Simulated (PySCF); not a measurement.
# C7H7NO: the cost of one run

Computed with PySCF 2.14.0 and routines of our own; the level stands in each step. Atoms count from 0.

## (1) The system as given

16 atoms, charge 1, multiplicity 2; geometry from: GFN2-xTB.

## (2) Open-shell or spin-flip excitations: unrestricted TDDFT CAM-B3LYP/def2-SVP

Job settings and geometry (Å):

```
{"job": {"kind": "uabs", "xc": "CAM-B3LYP", "basis": "def2-SVP", "nstates": 10, "tda": false}, "charge": 1, "multiplicity": 2}
N      2.749021    -0.279340    -0.091673
C      1.427606    -0.147075    -0.045684
C      0.579793    -1.193009    -0.508630
C     -0.780473    -1.043048    -0.478905
C     -1.351775     0.126978     0.053092
C     -2.813775     0.292371     0.140635
O     -3.397167     1.125833     0.762390
C     -0.525429     1.188938     0.472161
C      0.834960     1.047444     0.454308
H      3.360152     0.465598     0.214640
H      3.175897    -1.123592    -0.448752
H      1.023848    -2.101281    -0.887096
H     -1.417306    -1.840315    -0.831372
H     -3.358402    -0.432314    -0.503016
H     -0.985604     2.089437     0.851521
H      1.471054     1.832318     0.834972
```

Level: unrestricted TDDFT CAM-B3LYP/def2-SVP, vertical, gas phase, core orbitals frozen in the response.

Command:

```sh
$ OMP_NUM_THREADS=1 python excited_run.py task.json out
```

One launch serves the whole session: the jobs run in the order shown.

Q: Estimate the wall time and peak memory of this first job on 1 thread of Arm Neoverse V1, shared host.

About 80 s, with a peak of 0.71 GiB.
